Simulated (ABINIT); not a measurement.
TaAs:

```xyz
4
Lattice="-1.7218 1.7218 5.8679 1.7218 -1.7218 5.8679 1.7218 1.7218 -5.8679" Properties=species:S:1:pos:R:3 pbc="T T T"
Ta    0.0000    0.0000    5.8676
Ta    1.7218    0.0000    2.9336
As    0.0000    0.0000    0.9698
As    0.0000    1.7218    3.9037
```

The cell is a database's computed one.

Base run:

```yaml
Program: ABINIT 10.8.3 (patched build)
Functional: PBE
Potentials_or_basis: JTH PAW PBE v2.0
Cutoff: 517 eV
k_mesh: 11 × 11 × 11
Occupations: fermi-dirac, width 0.05 eV
Spin: no spin polarisation
```

Its results: band gap on the k mesh none (metal or under the smearing width); pressure 2.1 GPa; largest force 0.026 eV/Å.

Question: The run is repeated on the same cell with these changes: k mesh from 11 × 11 × 11 to 4 × 4 × 4. What comes out?

Answer: Band gap on the k mesh none (metal or under the smearing width); pressure 2.6 GPa; largest force 0.028 eV/Å.

Caveats: some runs use coarse meshes.

Not every run made on this cell is shown here.
